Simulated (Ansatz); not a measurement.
# C₂H₃BF₂: a ladder of functionals and wavefunction methods

How much do the methods differ for C₂H₃BF₂? The plan is to run it at one geometry with functionals of several rungs and with coupled cluster, and see how far each lands from CCSD(T) at the basis-set limit for the atomisation energy.

Computed with Ansatz 0.2.0, Gaussian basis. Level: functionals in def2-TZVPP, the program's frozen cores in correlated methods.

The runs, in order: LDA (SPW92), PBE-D4, revPBE-D4, BLYP-D4, r2SCAN-D4, B97M-V, PBE0-D4, B3LYP-D4, r2SCANh-D4, r2SCAN0-D4, HSE06-D4, BHLYP-D4, CAM-B3LYP-D4, LC-ωPBE, ωB97X-V, ωB97M-V, B2PLYP, PBE-QIDH; CCSD(T)/def2-SVP; CCSD(T)/def2-TZVPP; MP2/def2-QZVPP; extrapolation to the limit; RPA on PBE.

## 1. The relaxed structure

All runs share one geometry, relaxed beforehand with PBE0-D4 in a triple-zeta def2 set.

SMILES `FB1CC1F`, 8 atoms, charge 0, spin multiplicity 1.

Atoms are counted from 1 here; the program's logs count them from 0.

Bond lengths: F1–B2 1.305 Å, B2–C3 1.517 Å, B2–C4 1.521 Å, C3–C4 1.559 Å, C3–H6 1.093 Å, C3–H7 1.084 Å, C4–F5 1.370 Å, C4–H8 1.088 Å. Angles: F1–B2–C3 146.2°, F1–B2–C4 149.8°, C3–B2–C4 61.7°, B2–C3–C4 59.3°, B2–C3–H6 110.5°, B2–C3–H7 131.5°, C4–C3–H6 115.4°, C4–C3–H7 117.2°, H6–C3–H7 112.6°, B2–C4–C3 59.0°, B2–C4–F5 124.8°, B2–C4–H8 119.8°, C3–C4–F5 119.3°, C3–C4–H8 111.9°, F5–C4–H8 111.1°.

## 2. LDA

This LDA is Slater exchange with PW92 correlation.

in.yaml reads:

```yaml
crystal:
  periodic: [false, false, false]
  atoms:
    - {symbol: F, position_ang: [-1.959157, 0.811037, 0.881611]}
    - {symbol: B, position_ang: [-0.812769, 0.468375, 0.359509]}
    - {symbol: C, position_ang: [0.566310, -0.110780, 0.615392]}
    - {symbol: C, position_ang: [-0.004007, -0.019894, -0.832990]}
    - {symbol: F, position_ang: [-0.254717, -1.172621, -1.528767]}
    - {symbol: H, position_ang: [0.487106, -1.092894, 1.089028]}
    - {symbol: H, position_ang: [1.521677, 0.365847, 0.802452]}
    - {symbol: H, position_ang: [0.547757, 0.693831, -1.442036]}
basis:
  gaussian: {orbitals: def2-TZVPP}
hamiltonian: {xc: lda}
output: {orbitals: {seedname: orbitals}}
```

Command:

```sh
$ ansatz run in.yaml --threads 2 --pin off --events-out ev --progress --plain --max-ram 4352MiB
```

The runs that follow: PBE-D4 (GGA); revPBE-D4 (GGA); BLYP-D4 (GGA); r2SCAN-D4 (meta-GGA); B97M-V (meta-GGA); PBE0-D4 (hybrid); B3LYP-D4 (hybrid); r2SCANh-D4 (hybrid); r2SCAN0-D4 (hybrid); HSE06-D4 (hybrid); BHLYP-D4 (hybrid); CAM-B3LYP-D4 (range-separated); LC-ωPBE (range-separated); ωB97X-V (range-separated); ωB97M-V (range-separated); B2PLYP (double hybrid); PBE-QIDH (double hybrid); CCSD(T) in def2-SVP; CCSD(T) in def2-TZVPP; MP2 in def2-QZVPP; RPA on PBE orbitals.

**Question.** What will the summary of the whole plan be? Wanted: atomisation energy, CCSD(T)/CBS; farthest beyond LDA; mean size of error, GGA; mean size of error, meta-GGA; mean size of error, hybrid; mean size of error, range-separated; mean size of error, double hybrid; gap, smallest and largest; T1 diagnostic.

**Answer**, as computed:

```
                               quantity                                      value
        atomisation energy, CCSD(T)/CBS                              3267.5 kJ/mol
 functionals within 16.3 kJ/mol (0.5 %)                           B3LYP-D4, B2PLYP
                    farthest beyond LDA                     PBE-D4 (+145.1 kJ/mol)
                mean size of error, GGA                                69.9 kJ/mol
           mean size of error, meta-GGA                                45.2 kJ/mol
             mean size of error, hybrid                                47.2 kJ/mol
    mean size of error, range-separated                                40.6 kJ/mol
      mean size of error, double hybrid                                13.5 kJ/mol
              gap, smallest and largest  3.79 eV (LDA (SPW92)), 11.66 eV (LC-ωPBE)
                          T1 diagnostic                                     0.0127
triples share of the correlation energy                                      3.5 %
```

What this shows: LDA overbinds by 594.7 kJ/mol (18 %). PBE-D4 misses by +145.1 kJ/mol. Double hybrids carry the basis error of their MP2 part in triple zeta, and no dispersion term here, so their miss is partly the set-up's. Taken by rung, double hybrid functionals do best (13.5 kJ/mol on average) and GGA ones worst beyond LDA (69.9 kJ/mol). The reference freezes the cores and leaves out relativity and excitations past (T), so misses under about 16.3 kJ/mol can't be ranked. Hartree-Fock recovers 73 % of the binding; the rest is correlation. CCSD(T) in def2-SVP is off by -131.4 kJ/mol, so the small basis spoils what the method gains. The gap grows from 3.8 to 11.7 eV across the functionals, mostly with the share of exact exchange.
